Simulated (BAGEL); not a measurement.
# CH5AsB (SMILES C[B][AsH2]): UHF/3-21G (density fitting with qzvpp-jkfit)

Aim: the vertical doublet–quartet gap of CH5AsB at UHF/3-21G (density fitting with qzvpp-jkfit), from 2 runs. 

Program for the calculation: BAGEL 1.2.2.

1 further run of the same task is left out (it didn't finish). Runs told in other sessions of the task aren't counted.

## (1) The structure to begin with

CH5AsB has 8 atoms, charge 0, and is taken as a doublet. As SMILES, `C[B][AsH2]`. Geometry: a GFN2-xTB relaxation, a rough one for these elements and not checked as a minimum. This is one conformer, not always the lowest.

Bond lengths: C1–B2 1.555 Å, B2–As3 1.953 Å, C1–H4 1.093 Å, C1–H5 1.094 Å, C1–H6 1.092 Å, As3–H7 1.503 Å, As3–H8 1.519 Å. Angles: C1–B2–As3 132.0°, B2–C1–H4 108.5°, B2–C1–H5 112.3°, B2–C1–H6 115.7°, B2–As3–H7 94.8°, B2–As3–H8 97.6°, H4–C1–H5 106.4°, H4–C1–H6 106.5°, H5–C1–H6 106.9°, H7–As3–H8 89.5°.

## (2) A single-point energy at UHF/3-21G (density fitting with qzvpp-jkfit)

File job.json:

```json
{ "bagel" : [

{
  "title" : "molecule",
  "basis" : "3-21g",
  "df_basis" : "qzvpp-jkfit",
  "angstrom" : true,
  "geometry" : [
    { "atom" : "C", "xyz" : [   -0.532620,    1.184070,   -0.330600 ] },
    { "atom" : "B", "xyz" : [   -0.561790,   -0.256990,    0.253360 ] },
    { "atom" : "As", "xyz" : [    0.546980,   -1.827430,   -0.089970 ] },
    { "atom" : "H", "xyz" : [   -0.817590,    1.136870,   -1.385170 ] },
    { "atom" : "H", "xyz" : [    0.468660,    1.623330,   -0.300020 ] },
    { "atom" : "H", "xyz" : [   -1.207910,    1.900140,    0.141950 ] },
    { "atom" : "H", "xyz" : [    1.799990,   -1.223220,    0.478830 ] },
    { "atom" : "H", "xyz" : [    0.304270,   -2.536750,    1.231610 ] }
  ]
},
{ "title" : "uhf", "nopen" : 1 },
{ "title" : "print", "file" : "orbitals.molden", "orbitals" : true }

]}
```

Command:

```sh
$ BAGEL_NUM_THREADS=1 BAGEL job.json > job.out
```

What it wrote:

```text
* using 1 threads per process

  ===============================================================
  ===============================================================

  *** Geometry ***

  { "atom" : "C", "xyz" : [     -1.006506,      2.237568,     -0.624743 ] },
  { "atom" : "B", "xyz" : [     -1.061629,     -0.485641,      0.478781 ] },
  { "atom" : "As", "xyz" : [      1.033642,     -3.453342,     -0.170019 ] },
  { "atom" : "H", "xyz" : [     -1.545021,      2.148373,     -2.617592 ] },
  { "atom" : "H", "xyz" : [      0.885639,      3.067649,     -0.566956 ] },
  { "atom" : "H", "xyz" : [     -2.282619,      3.590744,      0.268247 ] },
  { "atom" : "H", "xyz" : [      3.401488,     -2.311551,      0.904858 ] },
  { "atom" : "H", "xyz" : [      0.574987,     -4.793763,      2.327406 ] },

  Number of auxiliary basis functions:      506

  Since a DF basis is specified, we compute 2- and 3-index integrals:
    o Being stored without compression. Storage requirement is 0.010 GB

  Number of basis functions:       50
  Number of electrons      :       49

    * METHOD: MOLECULE                             0.11

  *** Open-shell HF ***

  === Nuclear Repulsion ===
   142.8979522940

      * DIIS with orbital gradients will be used.

  === UHF iteration (3-21g) ===
      0      -2288.36944775          0.02992545           0.04
      1      -2288.43267628          0.01002378           0.04
      2      -2288.44220031          0.00450184           0.04
      3      -2288.44400858          0.00143090           0.04
      4      -2288.44476778          0.00034244           0.04
      5      -2288.44486544          0.00008016           0.04
      6      -2288.44488177          0.00003543           0.04
      7      -2288.44488684          0.00002266           0.04
      8      -2288.44488855          0.00001727           0.04
      9      -2288.44488943          0.00001136           0.04
     10      -2288.44488960          0.00000597           0.04
     11      -2288.44488971          0.00000279           0.04
     12      -2288.44488976          0.00000124           0.04
     13      -2288.44488977          0.00000046           0.04
     14      -2288.44488977          0.00000018           0.04
     15      -2288.44488977          0.00000009           0.04
     16      -2288.44488977          0.00000004           0.04
     17      -2288.44488977          0.00000002           0.04
     18      -2288.44488977          0.00000001           0.04
     19      -2288.44488977          0.00000001           0.04
    * SCF iteration converged.

    * S^2 (UHF) is 0.7553

    * Permanent dipole moment:
           (   -0.087863,    -0.442406,     0.004440) a.u.

    * METHOD: UHF                                  0.85

    * METHOD: PRINT                                0.00

  ===============================================================
```

It took 1.1 s on 1 thread of AMD EPYC 9B45 (Zen 5), shared host.

## (3) The quartet at the same level

File calc.json:

```json
{ "bagel": [

{
  "title": "molecule",
  "basis": "3-21g",
  "df_basis": "qzvpp-jkfit",
  "angstrom": true,
  "geometry": [
    { "atom": "C", "xyz": [      -0.532620,       1.184070,      -0.330600 ] },
    { "atom": "B", "xyz": [      -0.561790,      -0.256990,       0.253360 ] },
    { "atom": "As", "xyz": [       0.546980,      -1.827430,      -0.089970 ] },
    { "atom": "H", "xyz": [      -0.817590,       1.136870,      -1.385170 ] },
    { "atom": "H", "xyz": [       0.468660,       1.623330,      -0.300020 ] },
    { "atom": "H", "xyz": [      -1.207910,       1.900140,       0.141950 ] },
    { "atom": "H", "xyz": [       1.799990,      -1.223220,       0.478830 ] },
    { "atom": "H", "xyz": [       0.304270,      -2.536750,       1.231610 ] }
  ]
},

{
  "title": "uhf",
  "nopen": 3
},

{
  "title": "print",
  "file": "orbitals.molden",
  "orbitals": true
}

]}
```

Command:

```sh
$ BAGEL_NUM_THREADS=1 BAGEL calc.json > calc.out
```

What it wrote:

```text
* using 1 threads per process

  ===============================================================
  ===============================================================

  *** Geometry ***

  { "atom" : "C", "xyz" : [     -1.006506,      2.237568,     -0.624743 ] },
  { "atom" : "B", "xyz" : [     -1.061629,     -0.485641,      0.478781 ] },
  { "atom" : "As", "xyz" : [      1.033642,     -3.453342,     -0.170019 ] },
  { "atom" : "H", "xyz" : [     -1.545021,      2.148373,     -2.617592 ] },
  { "atom" : "H", "xyz" : [      0.885639,      3.067649,     -0.566956 ] },
  { "atom" : "H", "xyz" : [     -2.282619,      3.590744,      0.268247 ] },
  { "atom" : "H", "xyz" : [      3.401488,     -2.311551,      0.904858 ] },
  { "atom" : "H", "xyz" : [      0.574987,     -4.793763,      2.327406 ] },

  Number of auxiliary basis functions:      506

  Since a DF basis is specified, we compute 2- and 3-index integrals:
    o Being stored without compression. Storage requirement is 0.010 GB

  Number of basis functions:       50
  Number of electrons      :       49

    * METHOD: MOLECULE                             0.11

  *** Open-shell HF ***

  === Nuclear Repulsion ===
   142.8979522940

      * DIIS with orbital gradients will be used.

  === UHF iteration (3-21g) ===
      0      -2288.17470366          0.03473123           0.04
      1      -2288.27430407          0.01381507           0.04
      2      -2288.29352007          0.00747466           0.04
      3      -2288.29803243          0.00251621           0.04
      4      -2288.30040554          0.00087013           0.04
      5      -2288.30081302          0.00053330           0.04
      6      -2288.30104098          0.00032823           0.04
      7      -2288.30114745          0.00018593           0.04
      8      -2288.30118868          0.00006171           0.04
      9      -2288.30119258          0.00002460           0.04
     10      -2288.30119327          0.00001136           0.04
     11      -2288.30119345          0.00000539           0.04
     12      -2288.30119351          0.00000240           0.04
     13      -2288.30119352          0.00000109           0.04
     14      -2288.30119352          0.00000058           0.04
     15      -2288.30119353          0.00000030           0.04
     16      -2288.30119353          0.00000018           0.04
     17      -2288.30119353          0.00000009           0.04
     18      -2288.30119353          0.00000006           0.04
     19      -2288.30119353          0.00000004           0.04
     20      -2288.30119353          0.00000002           0.04
     21      -2288.30119353          0.00000001           0.04
     22      -2288.30119353          0.00000000           0.04
    * SCF iteration converged.

    * S^2 (UHF) is 3.7676

    * Permanent dipole moment:
           (   -1.035867,     1.344897,     0.472774) a.u.

    * METHOD: UHF                                  1.04

    * METHOD: PRINT                                0.00

  ===============================================================
```

Wall time 1.3 s (1 thread of AMD EPYC 9B45 (Zen 5), shared host).

## (4) Outcome

Level: UHF/3-21G (density fitting with qzvpp-jkfit).

| quantity | value |
| --- | --- |
| doublet: total energy | -2288.44489 Eh |
| doublet: dipole moment | 1.15 D |
| doublet: ⟨S²⟩ | 0.755 |
| quartet: total energy | -2288.30119 Eh |
| quartet: dipole moment | 4.48 D |
| quartet: ⟨S²⟩ | 3.768 |
| vertical energy of the quartet above the doublet | 3.910 eV |

At this shape the quartet lies 3.91 eV (90 kcal/mol) above the doublet.
